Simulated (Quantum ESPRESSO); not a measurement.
# C in Quantum ESPRESSO: relaxation of the atoms with LDA

Aim: the relaxation of the atoms of C with LDA.

Program: Quantum ESPRESSO 7.5. These are calculated values, not measurements. Logs are shortened: lines on timing, memory, paths and dates and some standing lists are left out, and cuts for length are marked.

## Step 1: The sheet as given

The cell holds a sheet with vacuum, 2 atoms: a = 2.510 Å, b = 2.510 Å, c = 16.000 Å, α = 90.00°, β = 90.00°, γ = 120.00°.

The cell was built by a generator and needn't be a form met in nature.

## Step 2: Relaxation of the atoms, LDA

pw.in reads:

```
&CONTROL
  calculation = 'relax'
  prefix = 'pwscf'
  outdir = './tmp'
  pseudo_dir = './pseudo'
  tprnfor = .true.
  disk_io = 'low'
  nstep = 40
  forc_conv_thr = 0.0004
  etot_conv_thr = 1d-05
/
&SYSTEM
  ibrav = 0
  nat = 2
  ntyp = 1
  ecutwfc = 82
  nbnd = 9
  occupations = 'smearing'
  smearing = 'mv'
  degauss = 0.00734986
/
&ELECTRONS
  conv_thr = 4d-10
  electron_maxstep = 120
  mixing_beta = 0.5
/
&IONS
  ion_dynamics = 'bfgs'
/
ATOMIC_SPECIES
C     12.0110 C.upf
CELL_PARAMETERS angstrom
   2.5102200000    0.0000000000    0.0000000000
  -1.2551100000    2.1739142891    0.0000000000
   0.0000000000    0.0000000000   16.0000000000
ATOMIC_POSITIONS crystal
C      0.0000000000    0.0000000000    0.5000000000
C      0.3333333333    0.6666666667    0.5000000000
K_POINTS automatic
18 18 1 0 0 0
```

Potentials or basis: PseudoDojo 0.4.1 SR LDA standard.

Launch:

```
> OMP_NUM_THREADS=1 pw.x -in pw.in > pw.out
```

pw.out:

```text
This program is part of the open-source Quantum ESPRESSO suite
     for quantum simulation of materials; please cite
[... 9 lines left out ...]
     --------------------
     sticks:   dense  smooth     PW     G-vecs:    dense   smooth      PW
     Sum         511     511    151                59221    59221    9761

     Using Slab Decomposition

     bravais-lattice index     =            0
     lattice parameter (alat)  =       4.7436  a.u.
     unit-cell volume          =     589.2109 (a.u.)^3
     number of atoms/cell      =            2
     number of atomic types    =            1
     number of electrons       =         8.00
     number of Kohn-Sham states=            9
     kinetic-energy cutoff     =      82.0000  Ry
     charge density cutoff     =     328.0000  Ry
     scf convergence threshold =      4.0E-10
     mixing beta               =       0.5000
     number of iterations used =            8  plain     mixing
     energy convergence thresh.=      1.0E-05
     force convergence thresh. =      4.0E-04
     Exchange-correlation= SLA  PW   NOGX NOGC
                           (   1   4   0   0   0   0   0)
     nstep                     =           40

     celldm(1)=   4.743628  celldm(2)=   0.000000  celldm(3)=   0.000000
     celldm(4)=   0.000000  celldm(5)=   0.000000  celldm(6)=   0.000000

     crystal axes: (cart. coord. in units of alat)
               a(1) = (   1.000000   0.000000   0.000000 )
               a(2) = (  -0.500000   0.866025   0.000000 )
               a(3) = (   0.000000   0.000000   6.373943 )

     reciprocal axes: (cart. coord. in units 2 pi/alat)
               b(1) = (  1.000000  0.577350 -0.000000 )
               b(2) = (  0.000000  1.154701  0.000000 )
               b(3) = (  0.000000 -0.000000  0.156889 )

     PseudoPot. # 1 for C  read from file:
     C.upf
     Pseudo is Norm-conserving + core correction, Zval =  4.0
     Generated using ONCVPSP code by D. R. Hamann
     Using radial grid of 1234 points,  4 beta functions with:
                l(1) =   0
                l(2) =   0
                l(3) =   1
                l(4) =   1

     atomic species   valence    mass     pseudopotential
     C                 4.00    12.01100     C ( 1.00)

     24 Sym. Ops., with inversion, found (12 have fractional translation)

   Cartesian axes

     site n.     atom                  positions (alat units)
         1        C      tau(   1) = (   0.0000000   0.0000000   3.1869717  )
         2        C      tau(   2) = (  -0.0000000   0.5773503   3.1869717  )

     number of k points=    37  Marzari-Vanderbilt smearing, width (Ry)=  0.0073
                       cart. coord. in units 2pi/alat
        k(    1) = (   0.0000000   0.0000000   0.0000000), wk =   0.0061728
        k(    2) = (   0.0000000   0.0641500   0.0000000), wk =   0.0370370
        k(    3) = (   0.0000000   0.1283001   0.0000000), wk =   0.0370370
        k(    4) = (   0.0000000   0.1924501   0.0000000), wk =   0.0370370
        k(    5) = (   0.0000000   0.2566001   0.0000000), wk =   0.0370370
        k(    6) = (   0.0000000   0.3207501   0.0000000), wk =   0.0370370
[... 29 lines left out ...]
        k(   36) = (   0.2777778   0.5452753   0.0000000), wk =   0.0740741
        k(   37) = (   0.3333333   0.5773503   0.0000000), wk =   0.0123457

     Dense  grid:    59221 G-vectors     FFT dimensions: (  27,  27, 180)

     Initial potential from superposition of free atoms

     starting charge       7.9999, renormalised to       8.0000

     negative rho (up, down):  1.722E-05 0.000E+00
     Starting wfcs are    8 randomized atomic wfcs +    1 random wfcs

     Self-consistent Calculation

     iteration #  1     ecut=    82.00 Ry     beta= 0.50
     Davidson diagonalization with overlap
     ethr =  1.00E-02,  avg # of iterations =  7.2

     negative rho (up, down):  7.713E-06 0.000E+00

     total energy              =     -24.10786199 Ry
     estimated scf accuracy    <       0.17886271 Ry

     iteration #  2     ecut=    82.00 Ry     beta= 0.50
     Davidson diagonalization with overlap
     ethr =  2.24E-03,  avg # of iterations =  3.8

     negative rho (up, down):  1.842E-06 0.000E+00

     total energy              =     -24.11460401 Ry
     estimated scf accuracy    <       0.01512618 Ry

     iteration #  3     ecut=    82.00 Ry     beta= 0.50
     Davidson diagonalization with overlap
     ethr =  1.89E-04,  avg # of iterations =  7.0

     negative rho (up, down):  4.349E-08 0.000E+00

     total energy              =     -24.11709933 Ry
     estimated scf accuracy    <       0.00053031 Ry

     iteration #  4     ecut=    82.00 Ry     beta= 0.50
     Davidson diagonalization with overlap
     ethr =  6.63E-06,  avg # of iterations =  6.8

     total energy              =     -24.11713164 Ry
     estimated scf accuracy    <       0.00006287 Ry
[... 19 lines left out ...]
     total energy              =     -24.11714650 Ry
     estimated scf accuracy    <          1.7E-09 Ry

     iteration #  8     ecut=    82.00 Ry     beta= 0.50
     Davidson diagonalization with overlap
     ethr =  2.14E-11,  avg # of iterations =  1.6

     End of self-consistent calculation

          k = 0.0000 0.0000 0.0000 (  7323 PWs)   bands (ev):

   -21.2600  -9.6658  -5.4100  -5.4100   1.2016   2.1993   2.6800   4.2352
     4.9331

          k = 0.0000 0.0642 0.0000 (  7339 PWs)   bands (ev):

   -21.1899  -9.5820  -5.6956  -5.5584   1.2966   2.2953   2.7776   4.3308
     5.6574
[... 28 lines left out ...]
   -17.9052 -13.1102  -8.3642  -5.8769   0.9088   4.7652   5.8439   6.8690
     7.4615

          k = 0.0000 0.5132 0.0000 (  7428 PWs)   bands (ev):

   -16.9470 -14.3764  -8.5702  -5.0288  -0.2434   4.6597   7.2305   8.2494
     8.9210

          k = 0.0000-0.5774 0.0000 (  7434 PWs)   bands (ev):

   -16.2299 -15.1977  -8.6397  -4.6240  -0.7524   4.6225   8.7306   8.8231
     9.5681

          k = 0.0556 0.0962 0.0000 (  7353 PWs)   bands (ev):

   -21.0497  -9.4148  -6.2055  -5.8557   1.4865   2.4872   2.9727   4.5221
     5.2147

          k = 0.0556 0.1604 0.0000 (  7351 PWs)   bands (ev):
[... 121 lines left out ...]
   -15.3570 -14.1454 -12.1717  -3.2294  -1.5349   8.1254   9.4369   9.8119
    10.4795

          k = 0.3333 0.5774 0.0000 (  7413 PWs)   bands (ev):

   -14.6117 -14.6117 -12.5895  -2.3688  -2.3688   7.9802  10.1186  10.1186
    10.7647

     the Fermi energy is    -2.3549 ev

!    total energy              =     -24.11714650 Ry
     estimated scf accuracy    <          5.4E-11 Ry
     smearing contrib. (-TS)   =      -0.00002978 Ry
     internal energy E=F+TS    =     -24.11711672 Ry

     The total energy is F=E-TS. E is the sum of the following terms:
     one-electron contribution =    -164.31211651 Ry
     hartree contribution      =      83.49015277 Ry
     xc contribution           =      -8.45436783 Ry
     ewald contribution        =      65.15921486 Ry

     convergence has been achieved in   8 iterations

     Forces acting on atoms (cartesian axes, Ry/au):

     atom    1 type  1   force =     0.00000000    0.00000000    0.00000000
     atom    2 type  1   force =     0.00000000    0.00000000    0.00000000

     Total force =     0.000000     Total SCF correction =     0.000000

     BFGS Geometry Optimization
     Energy error            =      0.0E+00 Ry
     Gradient error          =      0.0E+00 Ry/Bohr

     bfgs converged in   1 scf cycles and   0 bfgs steps
     (criteria: energy <  1.0E-05 Ry, force <  4.0E-04 Ry/Bohr)

     End of BFGS Geometry Optimization

     Final energy             =     -24.1171464984 Ry
Begin final coordinates

ATOMIC_POSITIONS (crystal)
C                0.0000000000        0.0000000000        0.5000000000
C                0.3333333333        0.6666666667        0.5000000000
End final coordinates

=------------------------------------------------------------------------------=
   JOB DONE.
=------------------------------------------------------------------------------=
```

Run time: 60 s. Hardware: 1 thread of AMD EPYC, shared host; peak memory 0.1 GiB.

What came out:

```yaml
Free_energy: -328.1305 eV
Band_gap_on_the_k_mesh: none (metal or under the smearing width)
```

Final structure:
```
C
1.0
     2.51022    0.00000    0.00000
    -1.25511    2.17391    0.00000
     0.00000    0.00000   16.00000
C
2
Direct
  0.00000 0.00000 0.50000
  0.33333 0.66667 0.50000
```

Levels at points of the mesh, in eV from the Fermi level:
| k point | band 2 | band 3 | band 4 | band 5 | band 6 | band 7 |
| --- | --- | --- | --- | --- | --- | --- |
| (0.00, 0.00, 0.00) | -7.31 | -3.06 | -3.06 | 3.56 | 4.55 | 5.03 |
| (0.00, -0.50, 0.00) | -12.84 | -6.28 | -2.27 | 1.60 | 6.98 | 11.09 |

Caveat: the relaxation stopped at its first step, so nothing moved.
